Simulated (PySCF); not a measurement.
# C2H7FOSi2: the cost of one run

Programs: PySCF 2.14.0, with density-fitted response routines of our own. Each step states its level of theory. These are calculated values for one molecule in the gas phase, unless marked as measured. Atoms count from 0, in the outputs and in this text.

## 1. The molecule as given

13 atoms, charge 0, multiplicity 1; geometry from: GFN2-xTB. The atoms were then displaced at random by about 0.01 Å, so the start is not that level's minimum.

Bonds of the start (Å): O0–Si1 1.62, Si1–C2 1.91, C2–Si3 1.95, Si3–C4 1.96, C4–F5 1.39, C4–Si1 1.94, O0–H6 0.93, Si1–H7 1.45, C2–H8 1.06, C2–H9 1.09, Si3–H10 1.43, Si3–H11 1.45, C4–H12 1.09.

## 2. Geometry optimisation at PBE0-D3(BJ)/def2-SVP

Job settings and geometry (Å):

```
{"job": {"xc": "PBE0", "basis": "def2-SVP", "d3": "d3bj", "grid": 1, "shake": 0.01, "kind": "geom"}, "charge": 0, "multiplicity": 1}
O     -2.190530    -0.627250    -0.602770
Si    -1.182260     0.428460     0.092820
C      0.278910     0.968880    -1.016690
Si     1.584020    -0.151210    -0.090060
C      0.122640    -0.517630     1.164950
F     -0.180640    -1.865930     1.341110
H     -2.061420    -1.544760    -0.524930
H     -1.981770     1.459920     0.721990
H      0.178980     0.767340    -2.048660
H      0.533370     2.026630    -0.922710
H      2.701880     0.517950     0.505760
H      1.947550    -1.358270    -0.807500
H      0.255090    -0.121010     2.176360
```

Command:

```
$ OMP_NUM_THREADS=1 python probes_run.py task.json out
```

The driver reads the jobs from task.json and runs them one after another.

Q: Estimate the wall time and peak memory of this first job on 1 thread of Arm Neoverse V1, shared host.

About 2 min, with a peak of 0.51 GiB.
